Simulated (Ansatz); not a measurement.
**BH₃Br (doublet): the correlation ladder at distance B1–H4 along a hydrogen transfer = 1.348 Å, cc-pVDZ**

The task here is to estimate one member of a computed series from the others.

Program: Ansatz 0.2.0, Gaussian basis. Level of theory: cc-pVDZ, core rule «outside noble gas», up to 15 orbitals frozen. These are calculated values, not measurements.

The runs, in order: UHF; CCSD(T) on ROHF; CCSD(T) on UHF; BCCD(T) on ROHF; CISD; CCSDT(Q) on ROHF; CCSDT(Q) on UHF; CASSCF and MRCISD+Q, 3 electrons in 3 orbitals; CASSCF and NEVPT2, 3 electrons in 3 orbitals.

16 further runs of the same task are left out: 9 for a known fault of the program, 1 for a mislabelled method, 6 that didn't finish.

**What is computed**

The geometry derives from fragments relaxed apart (PBE0/def2-TZVP) and kept rigid, so it is no stationary point. A hydrogen atom is moved between rigid fragments. No spin-orbit coupling is included. The filled d shell of Br may be among the frozen orbitals whatever the setting's name suggests; the logs give the count.

5 atoms, charge 0, spin multiplicity 2.

Atoms are counted from 1 here; the program's logs count them from 0.

Bond lengths: B1–H2 1.193 Å, B1–H3 1.193 Å, B1–H4 1.348 Å, H4–Br5 1.736 Å. Angles: H2–B1–H3 120.0°, H2–B1–H4 120.0°, H3–B1–H4 120.0°, B1–H4–Br5 180.0°.

The first run:

File in.yaml:

```yaml
crystal:
  periodic: [false, false, false]
  atoms:
    - {symbol: B, position_ang: [-2.630497, 0.000000, 0.000000]}
    - {symbol: H, position_ang: [-3.227230, 1.033571, 0.000000]}
    - {symbol: H, position_ang: [-3.227230, -1.033571, 0.000000]}
    - {symbol: H, position_ang: [-1.282497, 0.000000, 0.000000]}
    - {symbol: Br, position_ang: [0.453503, 0.000000, 0.000000]}
basis:
  gaussian: {orbitals: cc-pVDZ}
magnetization: {spin_polarized: true, initial_magnetization: 1}
hamiltonian: {xc: hf}
output: {orbitals: {seedname: orbitals}}
```

On the command line:

```sh
$ ansatz run in.yaml --threads 1 --pin off --events-out ev --progress --plain --max-ram 2393MiB
```

Steps of the session up to this table: UHF; CCSD(T) on ROHF; CCSD(T) on UHF; BCCD(T) on ROHF; CISD; CCSDT(Q) on ROHF; CCSDT(Q) on UHF; CASSCF and MRCISD+Q, 3 electrons in 3 orbitals; CASSCF and NEVPT2, 3 electrons in 3 orbitals.

One table of the session follows, with a row left open; its other results are not shown here.

| method | from UCCSDT(Q) (meV) |
| --- | --- |
| ROHF | +6736.7 |
| UHF | +6543.5 |
| RMP2 | ? |
| UMP2 | +1130.4 |
| CISD | +655.4 |
| RCCSD | +141.1 |
| UCCSD | +135.7 |
| RCCSD(T) | +28.8 |
| UCCSD(T) | +28.1 |
| BCCD(T) | +29.1 |
| RCCSDT | +9.4 |
| UCCSDT | +8.0 |
| RCCSDT(Q) | +1.2 |
| UCCSDT(Q) | 0 |
| CASSCF pair | +6224.7 |
| NEVPT2 pair | +1092.6 |
| MRCISD pair | +571.0 |
| MRCISD+Q pair | +33.9 |

**Question.** Estimate the row for RMP2.

As computed: from UCCSDT(Q) (meV): +1091.5. In the column «from UCCSDT(Q) (meV)» it lies between CISD (+655.4) and NEVPT2 pair (+1092.6).

Among the levels timed on like hardware and quicker than the yardstick, those that no quicker one beats, quickest first: NEVPT2 pair (2 s, +1092.6 meV); MRCISD+Q pair (2.3 s, +33.9 meV); BCCD(T) (5.5 s, +29.1 meV); RCCSD(T) (9 s, +28.8 meV); UCCSD(T) (12 s, +28.1 meV).

To keep in mind: Of the multireference levels listed MRCISD+Q pair comes nearest in total energy (+33.9 meV), which doesn't show that its space is the better one. Restricted and unrestricted rows rest on different reference determinants; where their highest levels disagree by more than a few hundredths of an eV, they describe different states and don't form one ladder.
